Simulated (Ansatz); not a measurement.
# WO (quintet): wave-function methods side by side, def2-TZVPP

An exercise on one series of results from a longer session: the logs are not shown, and one member is left open.

Method: def2-TZVPP, core rule «outside noble gas», up to 5 orbitals frozen; program: Ansatz 0.2.0, Gaussian basis.

To be run: UHF; CCSD(T) on ROHF; CCSD(T) on UHF; CCSDT(Q) on ROHF; CCSDT(Q) on UHF; CASSCF and MRCISD+Q, 12 electrons in 10 orbitals; CASSCF and NEVPT2, 12 electrons in 10 orbitals.

7 further runs of the same task are left out: 2 for a known fault of the program, 5 set aside as unsound or not needed.

### The geometry

The geometry is a PBE0/def2-TZVP stationary point (not a proven minimum) of the parent state, kept for this charge and spin. No spin-orbit coupling is included. Elements past krypton take def2 core potentials.

2 atoms, charge 0, spin multiplicity 5.

Atoms are counted from 1 here; the program's logs count them from 0.

Bond lengths: W1–O2 1.995 Å.

As a file:

```xyz
2
charge 0, multiplicity 5
W     0.0000    0.0000    0.0000
O     0.0000    0.0000    1.9946
```

The first run:

The input, in.yaml:

```yaml
crystal:
  periodic: [false, false, false]
  atoms:
    - {symbol: W, position_ang: [0.000000, 0.000000, 0.000000]}
    - {symbol: O, position_ang: [0.000000, 0.000000, 1.994600]}
basis:
  gaussian: {orbitals: def2-TZVPP}
magnetization: {spin_polarized: true, initial_magnetization: 4}
hamiltonian: {xc: hf}
output: {orbitals: {seedname: orbitals}}
```

Started as:

```console
$ ansatz run in.yaml --threads 1 --pin off --events-out ev --progress --plain --max-ram 4096MiB --backend cpu
```

Steps of the session up to this table: UHF; CCSD(T) on ROHF; CCSD(T) on UHF; CCSDT(Q) on ROHF; CCSDT(Q) on UHF; CASSCF and MRCISD+Q, 12 electrons in 10 orbitals; CASSCF and NEVPT2, 12 electrons in 10 orbitals.

One table of the session follows, with a row left open; its other results are not shown here.

| method | from RCCSDT(Q) (meV) |
| --- | --- |
| ROHF | +11327.2 |
| UHF | +9450.4 |
| RMP2 | +291.1 |
| UMP2 | +1617.7 |
| RCCSD | +792.9 |
| UCCSD | ? |
| RCCSD(T) | -72.2 |
| UCCSD(T) | +20.8 |
| RCCSDT | -70.5 |
| UCCSDT | -130.5 |
| RCCSDT(Q) | 0 |
| UCCSDT(Q) | -266.3 |
| CASSCF valence | +8132.1 |
| NEVPT2 valence | +1407.7 |
| MRCISD valence | +728.0 |
| MRCISD+Q valence | +75.9 |

**Question.** Estimate the row for UCCSD.

The run gave: from RCCSDT(Q) (meV): +560.9. In the column «from RCCSDT(Q) (meV)» it lies between RMP2 (+291.1) and MRCISD valence (+728.0).

Limits of these values: The determinant is far from a pure spin state, so its energy mixes those of several spin states (harmless only where they are near-degenerate, as at dissociation). Warnings: spin contamination; large T1 diagnostic. Restricted and unrestricted rows rest on different reference determinants; where their highest levels disagree by more than a few hundredths of an eV, they describe different states and don't form one ladder.
